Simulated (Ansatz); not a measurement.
# ClF₂H₃Si₂ + NH₃: a complex and its separated parts

The complex below is one end of an elementary step. How strongly is it bound against its free parts?

The runs use Ansatz 0.2.0, Gaussian basis; PBE0-D4/def2-TZVP structures, single points in def2-TZVPP, no counterpoise correction.

Levels: SPW92, PBE-D4, BLYP-D4, r2SCAN-D4, B97M-V, PBE0-D4, B3LYP-D4, r2SCAN0-D4, BHLYP-D4, CAM-B3LYP-D4, wB97X-V, wB97M-V, B2PLYP, PBE-QIDH, RPA on PBE, Hartree-Fock, MP2, CCSD, CCSD(T).

Cores are frozen in the correlated methods. B3LYP uses VWN-RPA correlation. B2PLYP carries no dispersion term here.

94 further runs of the same task are left out: 94 set aside as unsound or not needed.

## (1) The system as given

The complex: 12 atoms, charge 0, spin multiplicity 1.

Atoms are counted from 1 here; the program's logs count them from 0.

Bond lengths: Si1–Si2 2.324 Å, Si1–F3 1.591 Å, Si1–F4 1.592 Å, Si1–Cl5 2.048 Å, Si2–H8 1.482 Å, Si2–H9 1.484 Å, Si2–H10 1.491 Å, H6–N7 1.013 Å, N7–H11 1.013 Å, N7–H12 1.013 Å. Angles: Si2–Si1–F3 114.6°, Si2–Si1–F4 110.1°, Si2–Si1–Cl5 114.6°, F3–Si1–F4 104.0°, F3–Si1–Cl5 107.5°, F4–Si1–Cl5 105.0°, Si1–Si2–H8 110.1°, Si1–Si2–H9 110.0°, Si1–Si2–H10 108.9°, H8–Si2–H9 111.3°, H8–Si2–H10 108.4°, H9–Si2–H10 108.2°, H6–N7–H11 107.6°, H6–N7–H12 107.8°, H11–N7–H12 107.6°.

As a file:

```mol
ClF2H6NSi2
  3D, bonds by distance, orders not assigned

 12 10  0  0  0  0  0  0  0  0999 V2000
   -1.4102   -0.1615   -0.4223 Si  0  0
    0.0425   -1.1215    1.1166 Si  0  0
   -0.9337   -0.2674   -1.9366 F   0  0
   -2.8088   -0.9223   -0.4048 F   0  0
   -1.8679    1.8003   -0.0555 Cl  0  0
    2.2598    0.7491   -0.3050 H   0  0
    1.3116    1.0032   -0.5541 N   0  0
    0.5474   -0.0883    2.0518 H   0  0
    1.1565   -1.7993    0.4088 H   0  0
   -0.6996   -2.1461    1.9053 H   0  0
    1.2494    1.0014   -1.5654 H   0  0
    1.1529    1.9525   -0.2391 H   0  0
  1  2  8  0
  1  3  8  0
  1  4  8  0
  1  5  8  0
  2  8  8  0
  2  9  8  0
  2 10  8  0
  6  7  8  0
  7 11  8  0
  7 12  8  0
M  END
```

Its parts: ClF₂H₃Si₂ holds atoms 1, 2, 3, 4, 5, 8, 9, 10; NH₃ holds atoms 6, 7, 11, 12. Each part counts its atoms afresh in its own runs.

## (2) Relaxing ClF₂H₃Si₂ alone

Contents of relax-a/in.yaml:

```yaml
crystal:
  periodic: [false, false, false]
  atoms:
    - {symbol: Si, position_ang: [-1.410220, -0.161511, -0.422251]}
    - {symbol: Si, position_ang: [0.042466, -1.121473, 1.116633]}
    - {symbol: F, position_ang: [-0.933682, -0.267426, -1.936640]}
    - {symbol: F, position_ang: [-2.808781, -0.922303, -0.404793]}
    - {symbol: Cl, position_ang: [-1.867854, 1.800268, -0.055460]}
    - {symbol: H, position_ang: [0.547398, -0.088313, 2.051847]}
    - {symbol: H, position_ang: [1.156538, -1.799327, 0.408762]}
    - {symbol: H, position_ang: [-0.699554, -2.146134, 1.905324]}
basis:
  gaussian: {orbitals: def2-TZVP}
hamiltonian: {xc: pbe0, dispersion: d4}
relax: {f_tol: 0.005, max_steps: 200}
```

Launch:

```
ansatz run in.yaml --threads 5 --pin off --events-out ev --progress --plain --max-ram 66560MiB --backend cuda --devices 0, --max-vram 37GiB
```

Further steps of the session: Relaxing NH₃ alone; SPW92/def2-TZVPP; PBE-D4/def2-TZVPP; BLYP-D4/def2-TZVPP; r2SCAN-D4/def2-TZVPP; B97M-V/def2-TZVPP; PBE0-D4/def2-TZVPP; B3LYP-D4/def2-TZVPP; r2SCAN0-D4/def2-TZVPP; BHLYP-D4/def2-TZVPP; CAM-B3LYP-D4/def2-TZVPP; wB97X-V/def2-TZVPP; wB97M-V/def2-TZVPP; B2PLYP/def2-TZVPP; PBE-QIDH/def2-TZVPP; RPA on PBE/def2-TZVPP; CCSD(T)/def2-TZVPP; Vibrations of ClF₂H₃Si₂; Vibrations of NH₃.

Q: Predict the outcome of this session. Wanted: complex less parts, CCSD(T)/def2-TZVPP; with zero-point energy; largest T1 diagnostic.

**Answer**, as computed:

| quantity | value |
| --- | --- |
| complex less parts, CCSD(T)/def2-TZVPP | -26.5 kJ/mol |
| with zero-point energy | -18.8 kJ/mol |
| largest T1 diagnostic | 0.012 |

What this shows: At CCSD(T) the complex lies 26.5 kJ/mol below its parts. Among the functionals PBE-QIDH lands nearest to CCSD(T) (-0.2 kJ/mol) and SPW92 farthest (-20.3 kJ/mol). Mean unsigned error by rung: LDA 20.3, GGA 5.4, meta-GGA 3.8, hybrid 4.9, range-separated hybrid 5.0, double hybrid 3.1 kJ/mol. PBE-D4 gives a relative energy 6.2 kJ/mol too low, outside chemical accuracy (1 kcal/mol, 4.2 kJ/mol). No counterpoise was applied, and triple zeta lacks some correlation, so the CCSD(T) reference has a basis error of its own, and close matches with it are partly luck.
